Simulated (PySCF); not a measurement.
# C4H5BO: the cost of one run

Programs: PySCF 2.14.0, with density-fitted response routines of our own. Each step states its level of theory. These are calculated values for one molecule in the gas phase, unless marked as measured. Atoms are numbered from 0 throughout.

## (1) The starting structure

11 atoms, charge 0, multiplicity 1; geometry from: GFN2-xTB. The atoms were then displaced at random by about 0.01 Å, so the start is not that level's minimum.

Bonds of the start (Å): B0–C1 1.55, C1–C2 1.40, C2–C3 1.36, C3–C4 1.35, C4–O5 1.33, O5–C1 1.37, B0–H6 1.14, B0–H7 1.19, C2–H8 1.06, C3–H9 1.10, C4–H10 1.08.

## (2) Geometry optimisation at PBE0-D3(BJ)/def2-SVP

The job: settings as JSON, then the geometry in Å.

```
{"job": {"xc": "PBE0", "basis": "def2-SVP", "d3": "d3bj", "grid": 1, "shake": 0.01, "kind": "geom"}, "charge": 0, "multiplicity": 1}
B      2.142150    -0.091570     0.076230
C      0.599930     0.033970     0.031520
C     -0.386460    -0.911440    -0.260370
C     -1.581760    -0.276920    -0.147010
C     -1.341650     1.010320     0.190270
O     -0.035940     1.220530     0.305810
H      2.629350    -1.095410    -0.171580
H      2.778500     0.876630     0.337400
H     -0.184070    -1.927670    -0.488240
H     -2.585760    -0.713710    -0.285940
H     -1.996170     1.849430     0.396240
```

Started as:

```sh
OMP_NUM_THREADS=1 python probes_run.py task.json out
```

One launch serves the whole session: the jobs run in the order shown.

**Question.** How long does this first job take on 1 thread of Arm Neoverse V1, shared host, and how much memory does it need?

About 42 s, with a peak of 0.45 GiB.
